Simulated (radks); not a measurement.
# Valence configurations of Pt²⁺

The task here is to estimate one member of a computed series from the others.

Method: scalar-relativistic Kohn-Sham, r2SCAN, spin-unpolarised, spherical densities, finite nucleus. Code: radks (a radial shooting solver on a logarithmic mesh, Libxc functionals) version 1.

## The atom as given

| Item | Value |
| --- | --- |
| element | platinum (Z = 78) |
| charge | +2 |
| electrons | 76 |
| configuration | [Xe] 4f14 5d8 |
| nuclear rms radius | 5.427 fm |
| others tried | 4f14 5d6 6s2; 4f13.5 5d8 6s0.5; 4f14 5d7 6p1; 4f13 5d7 6s1 6p1; 4f13 5d9; 4f12.5 5d8 6s0.5 6p1; 4f14 5d7.5 6s0.5; 4f14 5d7.5 6p0.5; 4f11.5 5d8 6s0.5 6p2 |

The outer shells:

Pt²⁺
```
[Xe] core
4f [↑↓][↑↓][↑↓][↑↓][↑↓][↑↓][↑↓]
5d [↑↓][↑↓][↑↓][↑ ][↑ ]
```

The first run:

Input:

```text
Z 78
configuration [Xe] 4f14 5d8
relativity scalar-relativistic
functional r2scan,r2scan
spin unpolarised
nucleus finite rms 5.427 fm
c 137.035999084
```

Among the steps run: [Xe] 4f14 5d8.

One of the session's tables, all rows but one given; the rest of the session is left out.

It belongs to the step «[Xe] 4f14 5d8». From the orbitals of this run (lengths in bohr):

| level | <r> | outermost maximum (interpolated) | 90 % within | nodes |
| --- | --- | --- | --- | --- |
| 3d | 0.1705 | 0.140 | 0.264 | 0 |
| 4s | 0.4150 | 0.390 | 0.595 | 3 |
| 4p | ? | ? | ? | ? |
| 4d | 0.4681 | 0.418 | 0.698 | 1 |
| 5s | 0.9552 | 0.870 | 1.37 | 4 |
| 4f | 0.5160 | 0.386 | 0.832 | 0 |
| 5p | 1.102 | 0.977 | 1.60 | 3 |
| 5d | 1.546 | 1.24 | 2.37 | 2 |

Estimate the missing values for 4p.

**Answer.** <r>: 0.4416; outermost maximum (interpolated): 0.410; 90 % within: 0.640; nodes: 2. In the column «<r>» it lies between 4s (0.4150) and 4d (0.4681).
